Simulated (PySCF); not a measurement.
# Ways to converge the SCF of BCl4⁻

Aim: find out which solver settings change the answer for BCl4⁻.

The runs use PySCF 2.14.0; each script names its method and basis.

**1. The starting structure**

BCl4⁻: 5 atoms, charge -1, spin multiplicity 1.

Bond lengths: B1–Cl2 1.867 Å, B1–Cl3 1.867 Å, B1–Cl4 1.867 Å, B1–Cl5 1.867 Å. Angles: Cl2–B1–Cl3 109.5°, Cl2–B1–Cl4 109.5°, Cl2–B1–Cl5 109.5°, Cl3–B1–Cl4 109.5°, Cl3–B1–Cl5 109.5°, Cl4–B1–Cl5 109.5°.

As a file:

```
B     0.00000    0.00000    0.00000
Cl    1.52480   -0.00010    1.07820
Cl   -1.52480    0.00000    1.07820
Cl    0.00000    1.52480   -1.07820
Cl    0.00000   -1.52480   -1.07820
```

**2. The run that the others are compared with**

The input, input.py:

```python
from pyscf import gto, scf, mp

mol = gto.M(
    atom='B 0 0 0; Cl 1.5248 -0.0001 1.0782; Cl -1.5248 0 1.0782; Cl 0 1.5248 -1.0782; Cl 0 -1.5248 -1.0782',
    basis='x2c-svpall',
    charge=-1,
    spin=0,
    verbose=4,
)
mf = scf.UHF(mol)
mf = mf.sfx2c1e()
mf.kernel()
mp.MP2(mf, frozen=21).kernel()
mf.dip_moment()
print('orbital energies (hartree):', [e[max(0, n-3):n+3].round(4) for e, n in zip(mf.mo_energy, mol.nelec)])
```

Command:

```
OMP_NUM_THREADS=1 python input.py
```

The log of this run is left out.

It gives: E(SCF) = -1867.895546 Eh, 10 cycles, E(MP2) − E(SCF) = -0.62763 Eh.

The dipole of an ion depends on the origin.

**3. Smearing width 0.001 hartree**

Edit 1 changes smearing width: none → 0.001 hartree; step after the SCF: mp2 → none.

The input, input.py:

```python
from pyscf import gto, scf

mol = gto.M(
    atom='B 0 0 0; Cl 1.5248 -0.0001 1.0782; Cl -1.5248 0 1.0782; Cl 0 1.5248 -1.0782; Cl 0 -1.5248 -1.0782',
    basis='x2c-svpall',
    charge=-1,
    spin=0,
    verbose=4,
)
mf = scf.UHF(mol)
mf = mf.sfx2c1e()
mf = scf.addons.smearing_(mf, sigma=0.001, method='fermi')
mf.kernel()
mf.dip_moment()
print('orbital energies (hartree):', [e[max(0, n-3):n+3].round(4) for e, n in zip(mf.mo_energy, mol.nelec)])
```

Command:

```
OMP_NUM_THREADS=1 python input.py
```

**4. DIIS space 12**

Edit 2 changes DIIS space: default → 12.

input.py: that of step 2 with these lines changed.

```diff
@@ -11,2 +11,3 @@
 mf = mf.sfx2c1e()
+mf.diis_space = 12
 mf.kernel()
```

Before running it: what results should come out? Wanted: for each run, E(SCF); from base; gap; after the SCF.

As calculated:

```csv
run,E(SCF) (hartree),from base (eV),cycles,gap (eV),after the SCF
base,-1867.895546,0,10,18.87,"MP2 correlation -17.079 eV, core frozen"
smearing width 0.001 hartree,-1867.895546,0.0000,10,n/a,n/a
DIIS space 12,-1867.895546,0.0000,10,18.87,"MP2 correlation -17.079 eV, core frozen"
```

Distance from each run's final energy (log10 hartree) by cycle:

```csv
run,cycle 1,cycle 2,cycle 3,cycle 5,cycle 8,cycle 12
base,-1.2,-1.8,-3.0,-5.6,-8.2,done
smearing width 0.001 hartree,-1.2,-1.8,-3.0,-5.6,-8.2,done
DIIS space 12,-1.2,-1.8,-3.0,-5.6,-8.2,done
```

No change of the SCF energy comes from smearing width 0.001 hartree or DIIS space 12. With smearing width 0.001 hartree, DIIS space 12 the path hardly changes: 10 cycles against 10. The cycles with DIIS space 12 repeat those of the base digit for digit, so the setting never acted.
